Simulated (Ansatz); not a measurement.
# C2H9NSi2: the cost of one run

Program: Ansatz 0.2.0, Gaussian basis. Level of theory: the settings change from run to run. These are calculated values, not measurements.

**1. The relaxed structure**

An earlier PBE0-D4 in a triple-zeta def2 set relaxation fixed the geometry.

SMILES `C=C(N)[SiH2][SiH3]`, 14 atoms, charge 0, spin multiplicity 1.

Atoms are counted from 1 here; the program's logs count them from 0.

Bond lengths: C1–C2 1.340 Å, C1–H6 1.082 Å, C1–H7 1.087 Å, C2–N3 1.385 Å, C2–Si4 1.879 Å, N3–H8 1.006 Å, N3–H9 1.009 Å, Si4–Si5 2.337 Å, Si4–H10 1.494 Å, Si4–H11 1.490 Å, Si5–H12 1.488 Å, Si5–H13 1.487 Å, Si5–H14 1.488 Å. Angles: C2–C1–H6 121.3°, C2–C1–H7 122.0°, H6–C1–H7 116.7°, C1–C2–N3 123.7°, C1–C2–Si4 120.2°, N3–C2–Si4 116.0°, C2–N3–H8 116.5°, C2–N3–H9 116.2°, H8–N3–H9 112.8°, C2–Si4–Si5 111.6°, C2–Si4–H10 108.0°, C2–Si4–H11 110.5°, Si5–Si4–H10 109.4°, Si5–Si4–H11 110.8°, H10–Si4–H11 106.4°, Si4–Si5–H12 109.6°, Si4–Si5–H13 110.4°, Si4–Si5–H14 111.1° and more.

**2. B3LYP5/pcseg-2**

Options: a grid of angular degree 47, finite nuclei.

Contents of in.yaml:

```yaml
crystal:
  periodic: [false, false, false]
  atoms:
    - {symbol: C, position_ang: [-1.392204, 0.517704, 0.912871]}
    - {symbol: C, position_ang: [-0.119656, 0.879004, 0.701431]}
    - {symbol: N, position_ang: [0.519586, 1.886304, 1.405070]}
    - {symbol: Si, position_ang: [0.859455, 0.109404, -0.706207]}
    - {symbol: Si, position_ang: [-0.052856, -1.936649, -1.370674]}
    - {symbol: H, position_ang: [-1.876582, -0.222857, 0.291015]}
    - {symbol: H, position_ang: [-1.996278, 0.969558, 1.696122]}
    - {symbol: H, position_ang: [1.517994, 1.804076, 1.500453]}
    - {symbol: H, position_ang: [0.069410, 2.190026, 2.255875]}
    - {symbol: H, position_ang: [2.260161, -0.103595, -0.230657]}
    - {symbol: H, position_ang: [0.943518, 1.050445, -1.858099]}
    - {symbol: H, position_ang: [0.714141, -2.472670, -2.528001]}
    - {symbol: H, position_ang: [0.014163, -2.920270, -0.257418]}
    - {symbol: H, position_ang: [-1.473949, -1.779783, -1.782881]}
basis:
  gaussian: {orbitals: pcseg-2, final_grid: {core_spheres: 20, valence_spheres: 16, degree: 47}, nuclear_model: gaussian}
hamiltonian: {xc: {name: B3LYP5}}
```

Started as:

```sh
> ansatz run in.yaml --threads 4 --pin off --events-out ev --progress --plain --max-ram 10444MiB
```

Q: Estimate wall time and peak memory on 4 threads of Arm Neoverse V2, shared host.

About 4.4 s, with a peak of 0.63 GiB.
